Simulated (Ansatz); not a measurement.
## H5NOSi2, SMILES N[Si]O[SiH3]: a rigid scan of one bond length, step by step

Program: the Ansatz DFT code, driven from Python.

Notebook, run cell by cell (the value of a cell's last expression is shown):

```python
import ansatz as az
import numpy as np

BASIS_SET = 'cc-pVDZ'
XC = 'cam_b3lyp'
```

```python
geometry_ang = [
    ('N', (-0.8457, 2.157, -0.8335)),
    ('Si', (-0.9433, 1.1436, 0.4827)),
    ('O', (0.0051, -0.0993, 0.004)),
    ('Si', (0.6659, -1.5335, 0.6152)),
    ('H', (0.0751, 2.4503, -1.0536)),
    ('H', (-1.1976, 1.7179, -1.6806)),
    ('H', (-0.5356, -2.4273, 0.9145)),
    ('H', (1.519, -2.1745, -0.3827)),
    ('H', (1.3456, -1.2804, 1.9169)),
]
mol = az.Crystal.molecule()
for symbol, xyz in geometry_ang:
    mol = mol.atom(symbol, xyz)

symbols = [site.symbol for site in mol.cartesian_sites]
start = np.array([site.position_ang for site in mol.cartesian_sites])
axis = (start[0] - start[1]) / np.linalg.norm(start[0] - start[1])
moving = [0, 4, 5]
lengths, energies = [1.464, 1.531, 1.597, 1.664, 1.731, 1.797, 1.864, 1.964], []
for length in lengths:
    xyz = start.copy()
    xyz[moving] += (length - np.linalg.norm(start[0] - start[1])) * axis
    point = az.Crystal.molecule()
    for symbol, place in zip(symbols, xyz):
        point = point.atom(symbol, place.tolist())
    job = (
        point.calculation()
        .basis(gaussian=BASIS_SET)
        .functional(XC)
    )
    r = job.run().report
    energies.append(r['free_energy_ev'])
    print(f'r = {length:6.3f} A  E = {energies[-1]:.5f} eV  <S^2> = {abs(r["mean_field"]["state"]["spin_squared"]):.3f}')
```

    r =  1.464 A  E = -19371.67431 eV  <S^2> = 0.000
    r =  1.531 A  E = -19372.52043 eV  <S^2> = 0.000
    r =  1.597 A  E = -19373.05035 eV  <S^2> = 0.000
    r =  1.664 A  E = -19373.36160 eV  <S^2> = 0.000
    r =  1.731 A  E = -19373.50530 eV  <S^2> = 0.000
    r =  1.797 A  E = -19373.52735 eV  <S^2> = 0.000
    r =  1.864 A  E = -19373.46204 eV  <S^2> = 0.000
    r =  1.964 A  E = -19373.25331 eV  <S^2> = 0.000

```python
fit = np.polynomial.Polynomial.fit(lengths, np.array(energies) - min(energies), 4).convert()
roots = [r.real for r in fit.deriv().roots() if abs(r.imag) < 1e-9 and fit.deriv(2)(r.real) > 0]
r_e = min(roots, key=lambda r: abs(r - lengths[int(np.argmin(energies))]))
print(f'minimum of the fit at {r_e:.4f} A, force constant {fit.deriv(2)(r_e):.2f} eV/A^2')
```

    minimum of the fit at 1.7783 A, force constant 20.78 eV/A^2

What to keep in mind:
- Total energies depend on the basis set; only differences at equal settings carry meaning.
- The rest of the molecule is held rigid at a force-field or estimated start geometry, and the basis set is modest; single-reference methods fail as a bond breaks.
- The orbitals are restricted, so S² is zero by construction.
- Toward dissociation an unrestricted state can lie under the restricted one, by tenths of an eV for polar bonds under a functional and by 1 to 2 eV or more for others.
- It ran for 23 s on 1 thread of Intel(R) Xeon(R) Processor @ 2.30GHz (shared host), peak memory 0.3 GiB.
